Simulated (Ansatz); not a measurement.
# CH₈GeSSi: one species, many methods

The task here is to estimate one member of a computed series from the others.

Method: functionals in def2-TZVPP, the program's frozen cores in correlated methods; program: Ansatz 0.2.0, Gaussian basis.

The runs, in order: LDA (SPW92), PBE-D4, revPBE-D4, BLYP-D4, r2SCAN-D4, B97M-V, PBE0-D4, B3LYP-D4, r2SCANh-D4, r2SCAN0-D4, HSE06-D4, BHLYP-D4, CAM-B3LYP-D4, LC-ωPBE, ωB97X-V, ωB97M-V, B2PLYP, PBE-QIDH; CCSD(T)/def2-SVP; CCSD(T)/def2-TZVPP; MP2/def2-QZVPP; extrapolation to the limit; RPA on PBE.

## Structure used throughout

An earlier PBE0-D4 in a triple-zeta def2 set relaxation fixed the geometry.

12 atoms, charge 0, spin multiplicity 1.

Atoms are counted from 1 here; the program's logs count them from 0.

Bond lengths: Si1–Ge2 2.381 Å, Si1–H5 1.487 Å, Si1–H6 1.488 Å, Si1–H7 1.484 Å, Ge2–C3 1.969 Å, Ge2–H8 1.543 Å, Ge2–H9 1.544 Å, C3–S4 1.808 Å, C3–H10 1.091 Å, C3–H11 1.092 Å, S4–H12 1.343 Å. Angles: Ge2–Si1–H5 109.1°, Ge2–Si1–H6 109.9°, Ge2–Si1–H7 111.1°, H5–Si1–H6 108.7°, H5–Si1–H7 109.4°, H6–Si1–H7 108.6°, Si1–Ge2–C3 108.4°, Si1–Ge2–H8 110.9°, Si1–Ge2–H9 112.3°, C3–Ge2–H8 107.3°, C3–Ge2–H9 110.0°, H8–Ge2–H9 107.9°, Ge2–C3–S4 111.6°, Ge2–C3–H10 112.0°, Ge2–C3–H11 108.6°, S4–C3–H10 111.1°, S4–C3–H11 105.3°, H10–C3–H11 107.8° and more.

As a file:

```
Si   -1.3068    1.3800   -0.4185
Ge    0.0709    0.0844    1.0280
C     1.4422   -0.8150   -0.0618
S     0.7082   -1.7006   -1.4567
H    -0.4503    2.0527   -1.4312
H    -2.0258    2.4210    0.3650
H    -2.3086    0.5289   -1.1081
H    -0.7514   -1.0167    1.7296
H     0.7432    0.9434    2.1204
H     2.0707   -1.4756    0.5365
H     2.0862   -0.0554   -0.5087
H    -0.2016   -2.4021   -0.7604
```

The first run:

File in.yaml:

```yaml
crystal:
  periodic: [false, false, false]
  atoms:
    - {symbol: Si, position_ang: [-1.306817, 1.380008, -0.418503]}
    - {symbol: Ge, position_ang: [0.070923, 0.084362, 1.028008]}
    - {symbol: C, position_ang: [1.442182, -0.814993, -0.061786]}
    - {symbol: S, position_ang: [0.708232, -1.700580, -1.456662]}
    - {symbol: H, position_ang: [-0.450346, 2.052703, -1.431229]}
    - {symbol: H, position_ang: [-2.025786, 2.420963, 0.364957]}
    - {symbol: H, position_ang: [-2.308569, 0.528887, -1.108100]}
    - {symbol: H, position_ang: [-0.751447, -1.016686, 1.729645]}
    - {symbol: H, position_ang: [0.743240, 0.943407, 2.120387]}
    - {symbol: H, position_ang: [2.070747, -1.475563, 0.536463]}
    - {symbol: H, position_ang: [2.086241, -0.055435, -0.508737]}
    - {symbol: H, position_ang: [-0.201600, -2.402074, -0.760443]}
basis:
  gaussian: {orbitals: def2-TZVPP}
hamiltonian: {xc: lda}
output: {orbitals: {seedname: orbitals}}
```

Among the steps run: LDA; PBE-D4 (GGA); revPBE-D4 (GGA); BLYP-D4 (GGA); r2SCAN-D4 (meta-GGA); B97M-V (meta-GGA); PBE0-D4 (hybrid); B3LYP-D4 (hybrid); r2SCANh-D4 (hybrid); r2SCAN0-D4 (hybrid); HSE06-D4 (hybrid); BHLYP-D4 (hybrid); CAM-B3LYP-D4 (range-separated); LC-ωPBE (range-separated); ωB97X-V (range-separated); ωB97M-V (range-separated); B2PLYP (double hybrid); PBE-QIDH (double hybrid).

One table of the session follows, with a row left open; its other results are not shown here.

It belongs to the step «Frontier levels by functional». 

| functional | HOMO (eV) | gap (eV) |
| --- | --- | --- |
| LDA (SPW92) | -5.74 | 4.56 |
| PBE-D4 | -5.63 | 4.65 |
| revPBE-D4 | -5.58 | 4.70 |
| BLYP-D4 | -5.48 | 4.62 |
| r2SCAN-D4 | -5.87 | 5.17 |
| B97M-V | -6.00 | 5.13 |
| PBE0-D4 | -6.82 | 6.69 |
| B3LYP-D4 | -6.59 | 6.25 |
| r2SCANh-D4 | -6.31 | 5.91 |
| r2SCAN0-D4 | -6.98 | 7.01 |
| HSE06-D4 | -6.42 | 5.92 |
| BHLYP-D4 | -7.89 | 8.61 |
| CAM-B3LYP-D4 | -8.14 | 9.01 |
| LC-ωPBE | -9.52 | 11.55 |
| ωB97X-V | ? | ? |
| ωB97M-V | -9.01 | 10.60 |

Estimate the missing values for ωB97X-V.

**Answer.** HOMO (eV): -9.17; gap (eV): 11.03. In the column «HOMO (eV)» it lies between LC-ωPBE (-9.52) and ωB97M-V (-9.01).
